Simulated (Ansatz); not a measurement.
Runs of Ansatz 0.2.0 on MgB. Symmetry: Pm-3m, No. 221, cubic system. Conventional cell: a = 2.895 Å, b = 2.895 Å, c = 2.895 Å, α = 90.00°, β = 90.00°, γ = 90.00°. Mg (site symmetry m-3m) is surrounded by 8 B at 2.51 Å. Around B (site symmetry m-3m) lie 8 Mg at 2.51 Å. The cell was built by a generator and needn't be a form met in nature.

```tsv
task	level	cell	cutoff (eV)	smearing	gap on the mesh (eV)	pressure (GPa)	relaxed volume (Å³/atom)
single point	PBE	as given	420	gaussian 0.029 eV	none	0.4	-
relaxation of cell and atoms	BLYP+D3(BJ)	relaxed	420	fermi-dirac 0.05 eV	none	0.0	11.24
relaxation of cell and atoms	r2SCAN+rVV10	relaxed	500	fermi-dirac 0.05 eV	none	0.0	(b)
relaxation of cell and atoms	BLYP+D4	relaxed	420	fermi-dirac 0.05 eV	none	0.0	11.69
single point	PBE	as given	420	gaussian 0.03 eV	none	(a)	-
```

Alike in all rows: potentials or basis Ansatz PAW; no spin polarisation; k mesh 9 × 9 × 9.

Task: Fill in the values left out.

Result: (a) 0.3; (b) 11.96.

Caveats: the plane-wave basis is chosen anew once the cell has moved, so the energies of steps on either side of that aren't comparable (some runs); pairwise dispersion overbinds metals, which lowers pressure and volume (some runs); the PAW data sets come from PBE, with cores solved anew for the run's functional, which leaves a small shift of forces and pressure (some runs).

A gap of «none» marks a metal or a gap under the smearing width.
